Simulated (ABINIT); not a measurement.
The system is AgAu.

```
Au Ag
1.0
     2.93517    0.00000    0.00000
    -1.46758    2.54193    0.00000
     0.00000    0.00000    4.69691
Au Ag
1 1
Direct
  0.66667 0.33333 0.00000
  0.00000 0.00000 0.50000
```

The cell comes from a database or a generator and needn't be the stable form of this composition.

```yaml
Program: ABINIT 10.8.3 (patched build)
Task: relaxation of cell and atoms
Functional: PBEsol
Potentials_or_basis: JTH PAW PBE v2.0
Cutoff: 544 eV
k_mesh: 10 × 10 × 6
Occupations: fermi-dirac, width 0.05 eV
Spin: no spin polarisation
```

At the start: pressure -4.5 GPa; volume 17.52 Å³/atom.

Task: How do energy, volume and symmetry change on relaxing?

Result: Over 7 steps the energy falls by 10.8 meV/atom and the volume is 16.90 Å³/atom (-3.6 %); space group P-6m2 (No. 187, to 0.05 Å).

The path:
```
step  energy change (eV)  largest force (eV/Å)  pressure (GPa)  volume (Å³)
   1              0.0000                0.0000           -4.54        35.04
   2             -0.0119                0.0000           -2.89        34.56
   3             -0.0201                0.0000            0.43        33.70
   4             -0.0205                0.0000            0.20        33.76
   5             -0.0215                0.0000           -0.21        33.85
   6             -0.0215                0.0000           -0.09        33.82
   7             -0.0216                0.0000           -0.01        33.80
```

Final structure:
```xyz
2
Lattice="2.8811 0.0000 0.0000 -1.4405 2.4951 0.0000 0.0000 0.0000 4.7019" Properties=species:S:1:pos:R:3 pbc="T T T"
Au    1.4405    0.8317    0.0000
Ag    0.0000    0.0000    2.3509
```

Caveat: the PAW data sets were made with another functional, which shifts forces and pressure a little.
